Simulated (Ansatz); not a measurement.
**CH9N3Ti: one species, many methods**

An exercise on one series of results from a longer session: the logs are not shown, and one member is left open.

Computed with Ansatz 0.2.0, Gaussian basis. Level: functionals in def2-TZVPP, the program's frozen cores in correlated methods.

Levels to be run: LDA (SPW92), PBE-D4, revPBE-D4, BLYP-D4, r2SCAN-D4, B97M-V, PBE0-D4, B3LYP-D4, r2SCANh-D4, r2SCAN0-D4, HSE06-D4, BHLYP-D4, CAM-B3LYP-D4, LC-ωPBE, ωB97X-V, ωB97M-V, B2PLYP, PBE-QIDH; CCSD(T)/def2-SVP; MP2/def2-TZVPP; MP2/def2-QZVPP; RPA on PBE.

## The geometry

All runs share one geometry, relaxed beforehand with PBE0-D4 in a triple-zeta def2 set.

SMILES `[CH3][Ti]([NH2])([NH2])[NH2]`, 14 atoms, charge 0, spin multiplicity 1.

Atoms are counted from 1 here; the program's logs count them from 0.

Bond lengths: C1–Ti2 2.087 Å, C1–H6 1.095 Å, C1–H7 1.095 Å, C1–H8 1.095 Å, Ti2–N3 1.886 Å, Ti2–N4 1.886 Å, Ti2–N5 1.885 Å, N3–H9 1.009 Å, N3–H10 1.012 Å, N4–H11 1.009 Å, N4–H12 1.012 Å, N5–H13 1.012 Å, N5–H14 1.009 Å. Angles: Ti2–C1–H6 110.6°, Ti2–C1–H7 110.6°, Ti2–C1–H8 110.6°, H6–C1–H7 108.4°, H6–C1–H8 108.4°, H7–C1–H8 108.4°, C1–Ti2–N3 108.0°, C1–Ti2–N4 108.0°, C1–Ti2–N5 108.0°, N3–Ti2–N4 110.9°, N3–Ti2–N5 110.9°, N4–Ti2–N5 110.9°, Ti2–N3–H9 127.2°, Ti2–N3–H10 122.8°, H9–N3–H10 109.9°, Ti2–N4–H11 127.2°, Ti2–N4–H12 122.8°, H11–N4–H12 109.9° and more.

The first run:

in.yaml reads:

```yaml
crystal:
  periodic: [false, false, false]
  atoms:
    - {symbol: C, position_ang: [-1.453078, 1.128708, -0.082336]}
    - {symbol: Ti, position_ang: [0.192043, -0.152368, 0.013241]}
    - {symbol: N, position_ang: [1.338511, 0.472394, 1.373545]}
    - {symbol: N, position_ang: [-0.440437, -1.883994, 0.408928]}
    - {symbol: N, position_ang: [1.055333, -0.117928, -1.662657]}
    - {symbol: H, position_ang: [-2.070433, 0.897605, -0.957114]}
    - {symbol: H, position_ang: [-2.073348, 1.025848, 0.814583]}
    - {symbol: H, position_ang: [-1.124987, 2.171072, -0.157262]}
    - {symbol: H, position_ang: [1.672139, -0.042855, 2.174871]}
    - {symbol: H, position_ang: [1.653819, 1.432391, 1.425617]}
    - {symbol: H, position_ang: [-0.284647, -2.727093, -0.123824]}
    - {symbol: H, position_ang: [-1.063531, -2.075659, 1.182717]}
    - {symbol: H, position_ang: [0.563653, -0.263947, -2.534810]}
    - {symbol: H, position_ang: [2.022062, 0.106825, -1.846599]}
basis:
  gaussian: {orbitals: def2-TZVPP}
hamiltonian: {xc: lda}
output: {orbitals: {seedname: orbitals}}
```

Launch:

```console
$ ansatz run in.yaml --threads 4 --pin off --events-out ev --progress --plain --max-ram 11315MiB
```

Among the steps run: LDA; PBE-D4 (GGA); revPBE-D4 (GGA); BLYP-D4 (GGA); r2SCAN-D4 (meta-GGA); B97M-V (meta-GGA); PBE0-D4 (hybrid); B3LYP-D4 (hybrid); r2SCANh-D4 (hybrid); r2SCAN0-D4 (hybrid); HSE06-D4 (hybrid); BHLYP-D4 (hybrid); CAM-B3LYP-D4 (range-separated); LC-ωPBE (range-separated); ωB97X-V (range-separated); ωB97M-V (range-separated); B2PLYP (double hybrid); PBE-QIDH (double hybrid).

One table of the session follows, with a row left open; its other results are not shown here.

It belongs to the step «Orbital energies across the functionals». 

```
  functional  HOMO (eV)  gap (eV)
 LDA (SPW92)      -5.71      3.63
      PBE-D4      -5.57      3.71
   revPBE-D4      -5.50      3.74
     BLYP-D4      -5.44      3.68
   r2SCAN-D4      -5.85      4.16
      B97M-V      -5.94      4.24
     PBE0-D4      -6.95      6.20
    B3LYP-D4      -6.71      5.66
  r2SCANh-D4          ?         ?
  r2SCAN0-D4      -7.15      6.52
    HSE06-D4      -6.55      5.41
    BHLYP-D4      -8.25      8.74
CAM-B3LYP-D4      -8.38      8.77
     LC-ωPBE      -9.80     11.37
     ωB97X-V      -9.43     10.95
     ωB97M-V      -9.33     10.52
```

Estimate the missing values for r2SCANh-D4.

Worked estimate for «HOMO (eV)». Against the share of exact exchange, r2SCAN-D4 (0, -5.85), r2SCAN0-D4 (0.25, -7.15) give a slope of -5.20 per unit share; at 0.1 the line stands at -6.37.

The run gave: HOMO (eV): -6.37; gap (eV): 5.10. In «HOMO (eV)» the line misses by 0.00.
